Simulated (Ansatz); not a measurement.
# CH₅BrOSi: up Jacob's ladder to CCSD(T)

An exercise on one series of results from a longer session: the logs are not shown, and one member is left open.

Computed with Ansatz 0.2.0, Gaussian basis. Level: functionals in def2-TZVPP, the program's frozen cores in correlated methods.

Plan: LDA (SPW92), PBE-D4, revPBE-D4, BLYP-D4, r2SCAN-D4, B97M-V, PBE0-D4, B3LYP-D4, r2SCANh-D4, r2SCAN0-D4, HSE06-D4, BHLYP-D4, CAM-B3LYP-D4, LC-ωPBE, ωB97X-V, ωB97M-V, B2PLYP, PBE-QIDH; CCSD(T)/def2-SVP; CCSD(T)/def2-TZVPP; MP2/def2-QZVPP; extrapolation to the limit; RPA on PBE.

## The geometry

An earlier PBE0-D4 in a triple-zeta def2 set relaxation fixed the geometry.

SMILES `CO[SiH2]Br`, 9 atoms, charge 0, spin multiplicity 1.

Atoms are counted from 1 here; the program's logs count them from 0.

Bond lengths: C1–O2 1.413 Å, C1–H5 1.095 Å, C1–H6 1.090 Å, C1–H7 1.094 Å, O2–Si3 1.626 Å, Si3–Br4 2.226 Å, Si3–H8 1.483 Å, Si3–H9 1.474 Å. Angles: O2–C1–H5 111.4°, O2–C1–H6 108.0°, O2–C1–H7 110.8°, H5–C1–H6 108.8°, H5–C1–H7 108.8°, H6–C1–H7 109.0°, C1–O2–Si3 124.5°, O2–Si3–Br4 111.0°, O2–Si3–H8 111.4°, O2–Si3–H9 106.9°, Br4–Si3–H8 105.8°, Br4–Si3–H9 108.6°, H8–Si3–H9 113.2°.

The first run:

Contents of in.yaml:

```yaml
crystal:
  periodic: [false, false, false]
  atoms:
    - {symbol: C, position_ang: [-0.527846, 0.458090, -1.194410]}
    - {symbol: O, position_ang: [0.125762, -0.612474, -0.544523]}
    - {symbol: Si, position_ang: [0.446334, -0.663989, 1.048643]}
    - {symbol: Br, position_ang: [1.802358, 0.997076, 1.645353]}
    - {symbol: H, position_ang: [-1.474299, 0.707111, -0.702178]}
    - {symbol: H, position_ang: [-0.735893, 0.152000, -2.219951]}
    - {symbol: H, position_ang: [0.106835, 1.348785, -1.211159]}
    - {symbol: H, position_ang: [-0.785545, -0.488768, 1.854819]}
    - {symbol: H, position_ang: [1.130795, -1.944132, 1.306306]}
basis:
  gaussian: {orbitals: def2-TZVPP}
hamiltonian: {xc: lda}
output: {orbitals: {seedname: orbitals}}
```

The run is started by

```console
ansatz run in.yaml --threads 4 --pin off --events-out ev --progress --plain --max-ram 10444MiB
```

Among the steps run: LDA; PBE-D4 (GGA); revPBE-D4 (GGA); BLYP-D4 (GGA); r2SCAN-D4 (meta-GGA); B97M-V (meta-GGA); PBE0-D4 (hybrid); B3LYP-D4 (hybrid); r2SCANh-D4 (hybrid); r2SCAN0-D4 (hybrid); HSE06-D4 (hybrid); BHLYP-D4 (hybrid); CAM-B3LYP-D4 (range-separated); LC-ωPBE (range-separated); ωB97X-V (range-separated); ωB97M-V (range-separated); B2PLYP (double hybrid); PBE-QIDH (double hybrid).

One of the session's tables, all rows but one given; the rest of the session is left out.

It belongs to the step «Orbital energies across the functionals». 

| functional | HOMO (eV) | gap (eV) |
| --- | --- | --- |
| LDA (SPW92) | -7.15 | 6.30 |
| PBE-D4 | -7.05 | 6.47 |
| revPBE-D4 | -7.00 | 6.54 |
| BLYP-D4 | -6.90 | 6.45 |
| r2SCAN-D4 | -7.39 | 7.22 |
| B97M-V | -7.49 | 7.14 |
| PBE0-D4 | -8.35 | 8.65 |
| B3LYP-D4 | -8.09 | 8.18 |
| r2SCANh-D4 | -7.86 | 7.99 |
| r2SCAN0-D4 | -8.57 | 9.12 |
| HSE06-D4 | ? | ? |
| BHLYP-D4 | -9.49 | 10.70 |
| CAM-B3LYP-D4 | -9.67 | 10.99 |
| LC-ωPBE | -11.06 | 13.56 |
| ωB97X-V | -10.71 | 13.07 |
| ωB97M-V | -10.56 | 12.62 |

**Question.** Estimate the row for HSE06-D4.

**Answer.** HOMO (eV): -7.95; gap (eV): 7.87. In the column «HOMO (eV)» it lies between B3LYP-D4 (-8.09) and r2SCANh-D4 (-7.86).
